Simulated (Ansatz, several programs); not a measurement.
An ordered 6-atom cell of In₃BiSb₂ on the zincblende lattice (Imm2), relaxed with r2SCAN in Ansatz (plane waves, PAW): space group Imm2 (No. 44), orthorhombic; a = 4.687 Å, b = 14.052 Å, c = 6.616 Å in the conventional setting, 36.31 Å³ an atom. Sb has 4 In at 2.84–2.85 Å; In has 3 Sb at 2.84–2.85 Å and 1 Bi at 2.92 Å; Bi has 4 In at 2.90–2.92 Å; In has 2 Sb at 2.85 Å and 2 Bi at 2.90 Å. The cell was then scaled with its shape and fractional coordinates held, which makes it stiffer than a relaxed compression. The structure was generated, not taken from experiment, and needn't be the ground state; spin polarisation is off.

```tsv
V (Å³/atom)	E (meV/atom)
34.132	18.69
35.222	4.37
36.311	0.00
38.490	14.98
```

Task: Pass a cubic E = c₀ + c₁u + c₂u² + c₃u³, with u = V − 36.039 Å³, through these points.

Result: c₀ = 0.24, c₁ = -1.891, c₂ = 3.706, c₃ = -0.1964 (meV and Å³).

Task: Where is the minimum, and what bulk modulus follows?

Result: dE/du = 0 at u = +0.261, so V₀ = 36.30 Å³. B = V₀ d²E/dV² = 36.30 × (2c₂ + 6c₃u) = 36.30 × 7.105 = 258 meV/Å³, and 1 meV/Å³ is 0.16022 GPa: 41 GPa. A third-order Birch-Murnaghan fit to all five points gives 36.30 Å³ and 41 GPa.

Task: Predict the energy and the pressure at the withheld volume, 37.400 Å³.

Result: With u = +1.361: E ≈ 4.04 meV and P = −dE/dV ≈ -1.14 GPa. The run gives 3.98 meV and, from its stress, -1.13 GPa.
